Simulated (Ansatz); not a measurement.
# Cs (Im-3m): compression over a wide range

One table from this session's results is given with a row withheld; the runs are named, their logs left out.

Program: Ansatz 0.2.0. Level of theory: DFT PBE, scalar-relativistic, plane waves, PAW. These are calculated values, not measurements.

## The system as given

It takes space group Im-3m (No. 229, cubic). Conventional cell: a = 6.170 Å, b = 6.170 Å, c = 6.170 Å, α = 90.00°, β = 90.00°, γ = 90.00°.

Structure file:

```
CELL_PARAMETERS angstrom
-3.08502 3.08502 3.08502
3.08502 -3.08502 3.08502
3.08502 3.08502 -3.08502
ATOMIC_POSITIONS crystal
Cs 0.00000 0.00000 0.00000
```

This cell comes from an earlier session at PBE: 117.445 Å³/atom at 0.00 GPa, on a 10×10×10 mesh.

Set-up of the first run:

Contents of input.yaml:

```yaml
crystal:
  lattice:
    - [-3.043330354, 3.043330354, 3.043330354]
    - [3.043330354, -3.043330354, 3.043330354]
    - [3.043330354, 3.043330354, -3.043330354]
  atoms:
    - { symbol: Cs, position: [0.0, 0.0, 0.0] }
basis:
  ecutwfc: 420
  ecutrho_ratio: 4
kpoints:
  mp_grid: { grid: [10, 10, 10] }
hamiltonian:
  xc: pbe
scf:
  occupations: { method: gaussian, width: 0.05 }
output:
  forces: true
  stress: true
  eigenvalues: true
```

The run is started by

```console
ansatz run input.yaml --threads 1 --pin off --max-ram 2560MiB --backend cpu --events-out ev --progress --plain --runs-dir out
```

Among the steps run: Volume × 0.96; Volume × 1.04; Volume × 0.92; Volume × 0.88; Volume × 0.84; Volume × 0.8.

One of the session's tables, all rows but one given; the rest of the session is left out.

```
volume (Å³/atom)  energy above the lowest (meV/atom)  pressure (GPa)
          93.956                                36.0             0.6
          98.654                                20.8             0.4
         103.352                                   ?               ?
         108.050                                 4.8             0.2
         112.748                                 1.1             0.1
         117.445                                 0.0             0.0
         122.143                                 1.1            -0.1
```

Q: Estimate the row for volume (Å³/atom) = 103.352 from the others.

Worked estimate for «energy above the lowest (meV/atom)». A straight line through the neighbours (98.654, 20.8) and (108.050, 4.8) gives 20.8 + (4.8 − 20.8) × (103.352 − 98.654) / (108.050 − 98.654) = 12.8; a parabola fitted to 4 rows on both sides gives 10.9.

**Answer.** energy above the lowest (meV/atom): 10.0; pressure (GPa): 0.3. In «energy above the lowest (meV/atom)» the line misses by +2.8 and the parabola by +0.9.

To keep in mind: The k mesh is not the same at all volumes. Other structures may be lower in enthalpy at these pressures.
